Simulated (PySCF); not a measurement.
# The bond of CsO, level by level

Aim: find the lowest electronic state of CsO, scan its bond at several levels of theory, and get bond length, wavenumber and dissociation energy from each curve.

Program: PySCF 2.14.0. Level of theory: Cs def2-SVPD with ECP46, O def2-SVPD, scalar-relativistic core potentials. These are calculated values, not measurements.

### Step 1. Set-up

Settings of the job:

| Property | Result |
| --- | --- |
| atoms | Cs, O |
| charge | 0 |
| basis | Cs def2-SVPD with ECP46, O def2-SVPD |
| Hamiltonian | scalar-relativistic core potentials |
| basis functions | 50 |
| electrons treated | 17 |
| masses in u | 132.9054, 15.9949 |
| levels | PBE0, PBE, r²SCAN, r²SCANh, M06-2X, B3LYP, ωB97X, HF, MP2, SCS-MP2, CCSD, CCSD(T) |
| grid | 80 radial by 434 angular points |
| occupations | held fixed by the projection of orbital angular momentum |
| dissociation limit | Cs + O, each in its ground configuration |
| starting distance in angstrom | 2.805 |
| values of 2S to try | 1, 3 |

Launch:

```sh
$ OMP_NUM_THREADS=1 python dia.py task.json out
```

Further steps of the session: PBE0 along the bond; Excited determinants; PBE (GGA); r²SCAN; r²SCANh; M06-2X (hybrid meta-GGA); B3LYP; ωB97X (range-separated hybrid); UHF (mean field); Correlated methods on the Hartree–Fock reference.

What does the calculation give? Wanted: for each run, Re; ωe; De; μ.

The runs gave:

Lowest PBE0 solution found, without spin–orbit coupling: ²Σ⁺ (doublet), unpaired electrons σ ↑. State 2 has its PBE0 minimum 0.06 eV higher. The other levels ran on the lowest alone.

```tsv
level	Re (Å)	ωe (cm⁻¹)	De (eV)	μ (D)
UHF	2.514	334	1.15	-9.60
UHF-MP2	2.498	333	2.76	n/a
UHF-SCS-MP2	2.506	331	2.72	n/a
UHF-CCSD	2.494	335	2.57	n/a
UHF-CCSD(T)	2.495	333	2.67	n/a
PBE	2.444	336	3.13	-8.53
r²SCAN	2.453	343	3.07	-8.82
r²SCANh	2.451	346	2.96	-8.86
B3LYP	2.467	336	2.94	-8.90
PBE0	2.441	347	2.86	-8.75
M06-2X	2.461	357	2.92	-8.93
ωB97X	2.475	347	3.25	-9.16
```

De is counted to Cs + O in their ground configurations. A positive dipole means Cs(−)O(+).

Differences from CCSD(T) in the same basis:

```tsv
level	Re (mÅ)	ωe (%)
UHF	+19	+0.4
UHF-MP2	+2	-0.1
UHF-SCS-MP2	+11	-0.6
UHF-CCSD	-1	+0.5
PBE	-51	+0.9
r²SCAN	-42	+2.9
r²SCANh	-44	+3.9
B3LYP	-28	+1.0
PBE0	-54	+4.1
M06-2X	-34	+7.2
ωB97X	-21	+4.3
```

In words: Against CCSD(T) in the same basis, the bond length is nearest at UHF-CCSD (-1 mÅ) and farthest at PBE0 (-54 mÅ); the wavenumber is nearest at UHF-MP2 (-0.1 %) and farthest at M06-2X (+7.2 %). CCSD(T) in a basis this small is itself some way from its limit, more so than the functionals. Among the levels with a De in the table, it runs from 1.15 eV (UHF) to 3.25 eV (ωB97X).

Correlated steps freeze 1 core orbital. Spin–orbit coupling is left out, which matters for elements this heavy, above all for dissociation energies. With spin–orbit coupling the term label itself may not hold.
